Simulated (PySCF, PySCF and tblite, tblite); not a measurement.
# B₃N₂H₇: a path driven as rotation about a bond, and NMR exchange, part 2 of 2

PySCF and tblite. Atoms count from 0. The steps go on from the part before.

## 8. Shieldings, start: BHandHLYP/pcSseg-1

What the job is given:

```
{"job": {"kind": "nmr", "xc": "BHandHLYP", "basis": "pcSseg-1", "pop": false}, "charge": 0, "multiplicity": 1}
B     -1.437361     0.415504     0.713859
B     -0.398864     0.434994    -0.554911
N     -0.433706     0.686591    -1.923856
B      1.051501    -0.005129     0.279536
N      1.164648    -1.201456     0.985376
H     -1.949744    -0.631556     1.067027
H     -1.527838     1.330323     1.507546
H     -1.272784     0.964169    -2.416035
H      0.376461     0.622209    -2.525927
H      2.006565     0.747703     0.319959
H      1.999932    -1.475767     1.488002
H      0.422388    -1.888270     1.033397
```

Output:

```text
coarse grid: 9728 points
cycle   1  E = -188.1094031655  dE =  3.726e-01  |g| = 3.771e-01  |ddm| = 2.863e+00
cycle   2  E = -188.1356358580  dE = -2.623e-02  |g| = 2.746e-01  |ddm| = 5.691e-01
cycle   3  E = -188.1514720160  dE = -1.584e-02  |g| = 5.760e-02  |ddm| = 2.157e-01
cycle   4  E = -188.1521506697  dE = -6.787e-04  |g| = 2.239e-02  |ddm| = 6.228e-02
cycle   5  E = -188.1522901973  dE = -1.395e-04  |g| = 2.369e-03  |ddm| = 2.216e-02
cycle   6  E = -188.1522932979  dE = -3.101e-06  |g| = 9.310e-04  |ddm| = 4.393e-03
final grid: 93216 points
cycle   7  E = -188.1700027414  dE = -1.139e-05  |g| = 3.640e-03  |ddm| = 1.043e-02
cycle   8  E = -188.1700024541  dE =  2.873e-07  |g| = 3.981e-03  |ddm| = 4.309e-03
cycle   9  E = -188.1700056064  dE = -3.152e-06  |g| = 1.847e-04  |ddm| = 2.152e-03
cycle  10  E = -188.1700056198  dE = -1.343e-08  |g| = 1.050e-04  |ddm| = 3.424e-04
cycle  11  E = -188.1700056239  dE = -4.084e-09  |g| = 1.792e-05  |ddm| = 1.324e-04
cycle  12  E = -188.1700056241  dE = -2.189e-10  |g| = 7.733e-06  |ddm| = 3.233e-05
converged SCF energy = -188.1700056241

GIAO shielding tensors (ppm)
atom      isotropic    diamagn.    paramagn.     s11        s22        s33       span
  0 B       18.472     195.206    -176.734    -94.643      3.321    146.736    241.379
  1 B       38.281     199.319    -161.038    -16.850     30.040    101.653    118.503
  2 N      163.079     313.495    -150.416     79.608    184.338    225.291    145.683
  3 B       56.354     197.593    -141.239      6.708     40.197    122.158    115.451
  4 N      134.009     318.166    -184.157     18.527    167.198    216.303    197.776
  5 H       23.278      30.310      -7.032     13.387     26.024     30.423     17.036
  6 H       23.229      29.440      -6.211     14.070     26.181     29.437     15.366
  7 H       27.411      29.161      -1.749     23.135     24.562     34.537     11.402
  8 H       27.530      30.372      -2.842     23.444     24.750     34.398     10.954
  9 H       26.235      30.655      -4.419     24.526     26.657     27.523      2.997
 10 H       26.925      29.425      -2.500     22.703     23.809     34.264     11.561
 11 H       27.303      32.469      -5.166     22.990     25.930     32.989     10.000
```

Run time: 6.9 s. Hardware: 1 thread of Arm Neoverse V1, shared host; peak memory 0.56 GiB.

This run: HOMO -7.71 eV, LUMO -0.21 eV; dipole 1.96 D.

## 9. Shieldings, saddle of leg 1: BHandHLYP/pcSseg-1

What the job is given:

```
{"job": {"kind": "nmr", "xc": "BHandHLYP", "basis": "pcSseg-1", "pop": false}, "charge": 0, "multiplicity": 1}
B     -1.490877     0.679812     0.823107
B     -0.325666     0.415062    -0.335413
N     -0.454386     0.407505    -1.729378
B      1.179151     0.062833     0.414398
N      1.579915    -1.313783     0.771142
H     -2.050977    -0.240843     1.385412
H     -1.711366     1.782531     1.278688
H     -1.327011     0.586499    -2.209366
H      0.314351     0.259908    -2.370566
H      1.957524     0.963203     0.688011
H      0.835542    -1.710118     1.355121
H      1.493802    -1.892609    -0.071156
```

Output:

```text
coarse grid: 9728 points
cycle   1  E = -188.0528075827  dE =  3.010e-01  |g| = 4.267e-01  |ddm| = 2.869e+00
cycle   2  E = -188.0765214025  dE = -2.371e-02  |g| = 3.521e-01  |ddm| = 7.281e-01
cycle   3  E = -188.1017026341  dE = -2.518e-02  |g| = 5.734e-02  |ddm| = 3.502e-01
cycle   4  E = -188.1024536048  dE = -7.510e-04  |g| = 1.674e-02  |ddm| = 7.183e-02
cycle   5  E = -188.1025372795  dE = -8.367e-05  |g| = 3.662e-03  |ddm| = 1.993e-02
cycle   6  E = -188.1025411498  dE = -3.870e-06  |g| = 1.400e-03  |ddm| = 4.952e-03
final grid: 93216 points
cycle   7  E = -188.1199342269  dE = -1.036e-05  |g| = 3.640e-03  |ddm| = 9.373e-03
cycle   8  E = -188.1199341508  dE =  7.616e-08  |g| = 3.832e-03  |ddm| = 7.434e-03
cycle   9  E = -188.1199370888  dE = -2.938e-06  |g| = 1.437e-04  |ddm| = 3.337e-03
cycle  10  E = -188.1199371028  dE = -1.399e-08  |g| = 7.973e-05  |ddm| = 3.677e-04
cycle  11  E = -188.1199371061  dE = -3.269e-09  |g| = 2.382e-05  |ddm| = 1.296e-04
cycle  12  E = -188.1199371066  dE = -5.015e-10  |g| = 1.377e-05  |ddm| = 4.681e-05
converged SCF energy = -188.1199371066

GIAO shielding tensors (ppm)
atom      isotropic    diamagn.    paramagn.     s11        s22        s33       span
  0 B       -2.449     194.579    -197.027   -130.822    -19.626    143.102    273.924
  1 B       36.522     201.704    -165.182    -15.136     27.182     97.520    112.655
  2 N      169.319     314.858    -145.539     95.718    182.094    230.146    134.428
  3 B       -7.182     192.633    -199.815   -125.171     -3.961    107.586    232.758
  4 N      194.860     316.395    -121.535     83.773    188.824    311.982    228.209
  5 H       22.241      29.703      -7.463     10.635     26.824     29.264     18.629
  6 H       22.030      29.315      -7.285     10.885     26.417     28.788     17.903
  7 H       28.131      30.111      -1.980     24.551     24.838     35.005     10.454
  8 H       28.335      31.206      -2.872     24.712     25.555     34.736     10.024
  9 H       22.848      29.341      -6.493     16.658     25.669     26.217      9.560
 10 H       31.047      31.412      -0.366     25.894     27.383     39.864     13.970
 11 H       30.815      31.216      -0.400     26.300     27.052     39.095     12.795
```

It took 6.9 s on 1 thread of Arm Neoverse V1, shared host; peak memory 0.56 GiB.

In short: HOMO -7.41 eV, LUMO -1.15 eV; dipole 3.04 D.

## 10. Single-point energy: BHandHLYP/pcSseg-1

What the job is given:

```
{"job": {"kind": "sp", "xc": "BHandHLYP", "basis": "pcSseg-1", "pop": false}, "charge": 0, "multiplicity": 1}
B     -1.480763     0.652543     0.809566
B     -0.321205     0.393868    -0.363684
N     -0.477181     0.461333    -1.752301
B      1.172548     0.031851     0.384706
N      1.515273    -1.338152     0.810524
H     -2.129996    -0.263228     1.271017
H     -1.621417     1.728468     1.354307
H     -1.356199     0.676273    -2.204456
H      0.266504     0.288538    -2.415592
H      1.952131     0.957157     0.604728
H      2.420406    -1.567624     0.385502
H      1.767654    -1.305899     1.804512
```

Output:

```text
coarse grid: 9728 points
cycle   1  E = -188.0523089894  dE =  3.019e-01  |g| = 4.340e-01  |ddm| = 2.889e+00
cycle   2  E = -188.0748646494  dE = -2.256e-02  |g| = 3.660e-01  |ddm| = 9.296e-01
cycle   3  E = -188.1027262762  dE = -2.786e-02  |g| = 5.350e-02  |ddm| = 4.905e-01
cycle   4  E = -188.1033742955  dE = -6.480e-04  |g| = 1.738e-02  |ddm| = 6.512e-02
cycle   5  E = -188.1034619573  dE = -8.766e-05  |g| = 3.416e-03  |ddm| = 1.995e-02
cycle   6  E = -188.1034655136  dE = -3.556e-06  |g| = 1.525e-03  |ddm| = 5.159e-03
final grid: 93216 points
cycle   7  E = -188.1208721598  dE = -1.014e-05  |g| = 3.645e-03  |ddm| = 1.125e-02
cycle   8  E = -188.1208720786  dE =  8.121e-08  |g| = 3.817e-03  |ddm| = 8.341e-03
cycle   9  E = -188.1208750001  dE = -2.921e-06  |g| = 1.244e-04  |ddm| = 4.038e-03
cycle  10  E = -188.1208750107  dE = -1.064e-08  |g| = 6.762e-05  |ddm| = 3.199e-04
cycle  11  E = -188.1208750128  dE = -2.099e-09  |g| = 2.218e-05  |ddm| = 1.058e-04
cycle  12  E = -188.1208750132  dE = -3.480e-10  |g| = 1.188e-05  |ddm| = 3.718e-05
converged SCF energy = -188.1208750132
```

Run time: 3.3 s. Hardware: 1 thread of Arm Neoverse V1, shared host; peak memory 0.54 GiB.

In short: HOMO -7.51 eV, LUMO -1.07 eV; dipole 1.98 D.

## 11. Barriers, rates and exchange

What the job is given:

```
{"job": {"smiles": "BB(N)BN", "charge": 0, "mult": 1, "motion": "rotation", "what": "aminoborane", "atoms": [3, 4], "drives": [{"terms": [["t", [1, 3, 4, 10], 0.25], ["t", [1, 3, 4, 11], 0.25], ["t", [9, 3, 4, 10], 0.25], ["t", [9, 3, 4, 11], 0.25]], "by": 180, "n": 12}], "flip": [3, 4], "study": "path", "level": {"kind": "nmr", "xc": "BHandHLYP", "basis": "pcSseg-1"}, "fields": [100, 300, 700], "first": 1, "seed": 262, "refine": {"xc": "PBE0", "basis": "def2-SVP"}, "kind": "path"}, "charge": 0, "multiplicity": 1}
B     -1.585586     0.604154     0.708899
B     -0.383207     0.422324    -0.374610
N     -0.418413     0.546033    -1.762859
B      1.070216     0.015968     0.384267
N      1.352605    -1.285851     0.771045
H     -2.226463    -0.305920     1.096478
H     -1.773237     1.607837     1.294917
H     -1.241901     0.797584    -2.286464
H      0.379930     0.415387    -2.363594
H      1.909419     0.809508     0.636450
H      2.199239    -1.572205     1.237043
H      0.718598    -2.055505     0.632399
```

Output:

```text
stationary points (kcal/mol above the start)
  n  kind          group   xTB      DFT    lowest mode
  0  minimum      C1       0.00     0.00      57.8
  1  saddle       C1      23.42    31.53    -632.6
  2  saddle       C1      23.87    31.13    -620.9
  3  minimum      C1       0.00     0.00      57.9

GFN2-xTB energies: T/K, barrier G, reaction G (kcal/mol), k forward, k back (1/s)
 150.00    21.79    -0.00   1.58e-19   1.58e-19
 200.00    21.80    -0.00   1.92e-11   1.92e-11
 250.00    21.81    -0.00   1.43e-06   1.43e-06
 298.15    21.82    -0.00    0.00207    0.00206
 350.00    21.84    -0.00      0.567      0.567
 400.00    21.87    -0.00       32.5       32.5
 500.00    21.93    -0.00   9.66e+03   9.65e+03

PBE0-D3(BJ)/def2-SVP energies: T/K, barrier G, reaction G (kcal/mol), k forward, k back (1/s)
 150.00    31.41    -0.00   1.68e-33   1.68e-33
 200.00    31.41    -0.00   6.41e-22    6.4e-22
 250.00    31.42    -0.00   5.97e-15   5.96e-15
 298.15    31.44    -0.00   1.95e-10   1.95e-10
 350.00    31.46    -0.00   5.89e-07   5.88e-07
 400.00    31.48    -0.00   0.000189   0.000189
 500.00    31.53    -0.00      0.627      0.627

BHandHLYP/pcSseg-1 + D3(BJ) energies: T/K, barrier G, reaction G (kcal/mol), k forward, k back (1/s)
 150.00    29.31    -0.00   1.41e-30    1.4e-30
 200.00    29.32    -0.00   9.37e-20   9.36e-20
 250.00    29.33    -0.00   3.12e-13   3.11e-13
 298.15    29.34    -0.00   5.27e-09   5.27e-09
 350.00    29.36    -0.00   9.65e-06   9.64e-06
 400.00    29.38    -0.00    0.00217    0.00217
 500.00    29.43    -0.00       4.37       4.37
```

Run time: 2.9 min. Hardware: 1 thread of Arm Neoverse V1, shared host; peak memory 0.56 GiB. This counts the whole study up to here.

Barriers by level (kcal/mol; entropies in cal/(mol K)). Zero-point and thermal terms come from xTB in every row. ΔG‡ leaves symmetry out; the rate counts equivalent paths (a factor of 2) and all 2 saddles; effective ΔG‡, where given, is the barrier that would give that rate by Eyring's equation alone:

```
                      level    ΔE‡  with zero-point    ΔH‡   ΔS‡  ΔG‡ (298 K)  ΔE of reaction  k at 298 K (1/s)  effective ΔG‡
                   GFN2-xTB  23.42            21.78  21.67  -0.5        21.82            0.00            0.0021          21.12
       PBE0-D3(BJ)/def2-SVP  33.23            31.38  31.29  -0.5        31.44            0.00           1.9e-10          30.70
BHandHLYP/pcSseg-1 + D3(BJ)  31.13            29.29  29.19  -0.5        29.34            0.00           5.3e-09          28.75
```

Sites that the driver pairs across this motion, and where their lines would merge (no couplings; faster rotations or exchange between molecules can average them sooner):

```
nucleus  sites: shielding (ppm)  proton frequency (MHz)  spread (Hz)  coalescence (K)  lines at 298 K
     ¹H  H10: 26.93; H11: 27.30                     100           38              553               2
     ¹H  H10: 26.93; H11: 27.30                     300          113              576               2
     ¹H  H10: 26.93; H11: 27.30                     700          264              596               2
```

## 12. Results

What follows sums up all 2 parts.

| quantity | value |
| --- | --- |
| barrier (BHandHLYP/pcSseg-1 + D3(BJ)) | ΔE‡ 31.1, ΔG‡(298 K) 29.3 kcal/mol |
| barrier (GFN2-xTB) | ΔE‡ 23.4 kcal/mol |
| rate at 298 K | 5.3e-09 s⁻¹ |
| end of the path | the start, renumbered or mirrored |
| coalescence of ¹H H10 | 596 K at 700 MHz |

In words: The barrier is 31.1 kcal/mol at the DFT level (xTB: 23.4); with thermal terms and the count of paths the DFT value gives a rate of 5.3e-09 s⁻¹ at 298 K. An error of 1.4 kcal/mol changes that rate tenfold. The ¹H lines of H10 and its partners, 264 Hz apart at 700 MHz, merge at 596 K, so by this path alone the exchange at 298 K is slow for them; other paths were not followed.
